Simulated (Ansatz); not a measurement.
A run of Ansatz 0.2.0 is set up as follows.

input.yaml

```yaml
crystal:
  lattice:
    - [4.0911399262, 0.0, 0.0]
    - [-2.0455699631, 3.5430311065, 0.0]
    - [0.0, 0.0, 5.143882]
  atoms:
    - { symbol: Ge, position: [0.334422, 0.67902, 0.255014] }
    - { symbol: Ge, position: [0.668069, 0.322906, 0.754107] }
    - { symbol: Co, position: [0.674242, 0.335385, 0.246059], spin: 2.0 }
    - { symbol: Co, position: [0.328789, 0.674841, 0.757651], spin: 2.0 }
    - { symbol: Mn, position: [0.007523, 0.003526, 0.502105], spin: 4.0 }
    - { symbol: Mn, position: [-0.005796, 0.003851, 0.000328], spin: 4.0 }
hamiltonian:
  xc: pbesol
  pseudopotentials: { kind: paw }
magnetization:
  spin_polarized: true
kpoints:
  mp_grid: { grid: [8, 8, 5] }
scf:
  occupations: { method: fermi_dirac, width: 0.05 }
output:
  forces: true
  stress: true
  eigenvalues: true
  write_density: true
  write_potential: true
  elf: true
  volumetric_format: npy
```

Potentials or basis: Ansatz PAW.

Launch:

```sh
$ ansatz run input.yaml --threads 2 --pin off --max-ram 5632MiB --backend cpu --events-out ev --progress --plain --runs-dir out
```

Task: Predict the pressure.

Result: -9.1 GPa.

Task: Predict the largest force.

Result: 0.864 eV/Å.

Task: What does it give for the band gap on the k mesh?

Result: None (metal or under the smearing width).

Task: Estimate the site moments.

Result: Ge -0.06; Co +0.44, +0.45; Mn +2.64 μB.

Stress tensor (GPa, compression positive):
```
-10.29   0.94   0.08
  0.94  -7.81  -0.03
  0.08  -0.03  -9.25
```

Caveat: the PAW data sets come from PBE, with cores solved anew for the run's functional, which leaves a small shift of forces and pressure.
